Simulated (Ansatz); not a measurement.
# CeO2 (Fm-3m): equation of state

One table from this session's results is given with a row withheld; the runs are named, their logs left out.

Program: Ansatz 0.2.0. Level of theory: DFT PBE, scalar-relativistic, plane waves, PAW. These are calculated values, not measurements.

## The system as given

The structure is cubic, space group Fm-3m (No. 225). The conventional cell has a = 5.464 Å, b = 5.464 Å, c = 5.464 Å, α = 90.00°, β = 90.00°, γ = 90.00°. Ce (site symmetry m-3m) is surrounded by 8 O at 2.37 Å. O (site symmetry -43m) is surrounded by 4 Ce at 2.37 Å.

Coordinates:

```cif
data_structure
_symmetry_space_group_name_H-M 'P 1'
_symmetry_Int_Tables_number 1
_cell_length_a 3.8638
_cell_length_b 3.8638
_cell_length_c 3.8638
_cell_angle_alpha 60.000
_cell_angle_beta 60.000
_cell_angle_gamma 60.000
_cell_volume 40.79
loop_
_atom_site_label
_atom_site_type_symbol
_atom_site_fract_x
_atom_site_fract_y
_atom_site_fract_z
_atom_site_occupancy
Ce1 Ce 0.00000 0.00000 0.00000 1
O1 O 0.25000 0.25000 0.25000 1
O2 O 0.75000 0.75000 0.75000 1
```

An earlier run at PBE left this cell at 13.596 Å³/atom and 0.00 GPa (12×12×12 mesh).

Volume factors to run: 0.980, 1.020, 0.960, 1.040.

The first run:

input.yaml reads:

```yaml
crystal:
  lattice:
    - [0.0, 2.7137902616, 2.7137902616]
    - [2.7137902616, 0.0, 2.7137902616]
    - [2.7137902616, 2.7137902616, 0.0]
  atoms:
    - { symbol: Ce, position: [0.0, 0.0, 0.0] }
    - { symbol: O, position: [0.25, 0.25, 0.25] }
    - { symbol: O, position: [0.75, 0.75, 0.75] }
basis:
  ecutwfc: 420
  ecutrho_ratio: 4
kpoints:
  mp_grid: { grid: [12, 12, 12] }
hamiltonian:
  xc: pbe
scf:
  occupations: { method: gaussian, width: 0.05 }
output:
  forces: true
  stress: true
  eigenvalues: true
```

Launch:

```bash
$ ansatz run input.yaml --threads 1 --pin off --max-ram 2560MiB --backend cpu --events-out ev --progress --plain --runs-dir out
```

Steps of the session up to this table: Volume × 0.980; Volume × 1.020; Volume × 0.960; Scaling the volume by 1.040.

One of the session's tables, all rows but one given; the rest of the session is left out.

It belongs to the step «The fit». 

```
volume (Å³/atom)  energy (meV/atom)  pressure (GPa)  gap (eV)
          13.052              12.73            7.78      2.02
          13.324                  ?               ?         ?
          13.596               0.00            0.00      1.90
          13.868               2.84           -3.29      1.84
          14.140              10.98           -6.25      1.78
```

**Question.** Estimate the row for volume (Å³/atom) = 13.324.

Worked estimate for «energy (meV/atom)». A straight line through the neighbours (13.052, 12.73) and (13.596, 0.00) gives 12.73 + (0.00 − 12.73) × (13.324 − 13.052) / (13.596 − 13.052) = 6.37; a parabola fitted to 3 rows on both sides gives 3.30.

The run gave: energy (meV/atom): 3.04; pressure (GPa): 3.68; gap (eV): 1.96. In «energy (meV/atom)» the line misses by +3.33 and the parabola by +0.26.
